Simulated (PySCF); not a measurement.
# C4HF2N: the cost of one run

Computed with PySCF 2.14.0 and routines of our own; the level stands in each step. Atoms count from 0.

### 1 The system as given

8 atoms, charge 0, multiplicity 1; geometry from: GFN2-xTB.

### 2 Geometry optimisation at PBE0-D3(BJ)/def2-TZVP

What the job is given:

```
{"job": {"xc": "PBE0", "basis": "def2-TZVP", "d3": "d3bj", "grid": 2, "kind": "geom"}, "charge": 0, "multiplicity": 1}
N     -2.596628     1.372594    -0.145559
C     -1.837465     0.554914     0.106375
C     -0.885837    -0.454357     0.420058
F     -1.395900    -1.674141     0.669470
C      0.400243    -0.213984     0.442047
C      1.673154     0.033751     0.437380
F      2.341563     0.447650     1.515547
H      2.309926    -0.057013    -0.435048
```

Launch:

```sh
> OMP_NUM_THREADS=1 python excited_run.py task.json out
```

The driver reads the jobs from task.json and runs them one after another.

**Question.** How long does this first job take on 1 thread of Arm Neoverse V1, shared host, and how much memory does it need?

About 1.8 min, with a peak of 0.95 GiB.
